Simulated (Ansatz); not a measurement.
# CdH2: the cost of one run

Method: reference: DFT, HSE06, plane waves, PAW, in Ansatz 0.2.0.

8 further runs of the same task are left out: 8 that didn't finish.

### Step 1. The structure to begin with

It takes space group Fm-3m (No. 225, cubic). Conventional cell: a = 5.054 Å, b = 5.054 Å, c = 5.054 Å, α = 90.00°, β = 90.00°, γ = 90.00°. Around Cd (site symmetry m-3m) lie 8 H at 2.19 Å. H (site symmetry -43m) has 4 Cd at 2.19 Å as nearest neighbours.

Coordinates:

```
CELL_PARAMETERS angstrom
0.00000 2.52717 2.52717
2.52717 0.00000 2.52717
2.52717 2.52717 0.00000
ATOMIC_POSITIONS crystal
Cd 0.00000 0.00000 0.00000
H 0.25000 0.25000 0.25000
H 0.75000 0.75000 0.75000
```

### Step 2. Baseline

File input.yaml:

```yaml
crystal:
  lattice:
    - [0.0, 2.5271675575, 2.5271675575]
    - [2.5271675575, 0.0, 2.5271675575]
    - [2.5271675575, 2.5271675575, 0.0]
  atoms:
    - { symbol: Cd, position: [0.0, 0.0, 0.0] }
    - { symbol: H, position: [0.25, 0.25, 0.25] }
    - { symbol: H, position: [0.75, 0.75, 0.75] }
kpoints:
  mp_grid: { grid: [4, 4, 4] }
hamiltonian:
  xc: hse06
scf:
  occupations: { method: fermi_dirac, width: 0.02 }
  n_extra_bands: 4
output:
  forces: true
  stress: true
  eigenvalues: true
```

On the command line:

```console
$ ansatz run input.yaml --threads 4 --pin off --max-ram 3686MiB --backend cpu --events-out ev --progress --plain --runs-dir out
```

What time and memory should one allow on 4 threads of an x86-64 CPU, shared host?

About 20 s, with a peak of 0.52 GiB.
